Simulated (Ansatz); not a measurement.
# TaVN2: equation of state with PBE

The system is TaVN2.

```
CELL_PARAMETERS angstrom
3.04987 0.00000 0.00000
0.00000 3.04987 0.00000
0.00000 0.00000 4.29606
ATOMIC_POSITIONS crystal
Ta 0.00000 0.00000 0.00000
V 0.50000 0.50000 0.50000
N 0.50000 0.50000 0.00000
N 0.00000 0.00000 0.50000
```

The cell comes from a database or a generator and needn't be the stable form of this composition.

| Item | Value |
| --- | --- |
| Program | Ansatz 0.2.0 |
| Task | equation of state |
| Functional | PBE |
| Potentials or basis | Ansatz PAW |
| Cutoff | 420 eV |
| Density cutoff | 1680 eV |
| k mesh | 9 × 9 × 6 |
| Occupations | fermi-dirac, width 0.05 eV |
| Spin | collinear spin, ferromagnetic start |
| Starting moments | [0.0, 2.0, 0.0, 0.0] μB |

The equilibrium volume is 9.96 Å³/atom, the bulk modulus at fixed shape and positions is 294 GPa and the pressure derivative of the bulk modulus is 4.5.

Energy against volume, from the lowest point:
```tsv
volume (Å³/atom)	energy (meV/atom)
9.391	33.59
9.591	13.68
9.790	2.78
9.990	0.00
10.190	4.49
10.390	15.48
10.590	32.24
```

All runs of the series together: 40 s on 2 threads of Arm Neoverse V2 (shared host).

Caveat: the cell was scaled at fixed shape and fractional positions, which overstates the stiffness of a crystal with free parameters, most of all of layers and chains. The run has no spin-orbit coupling, so splittings on Ta are missing.
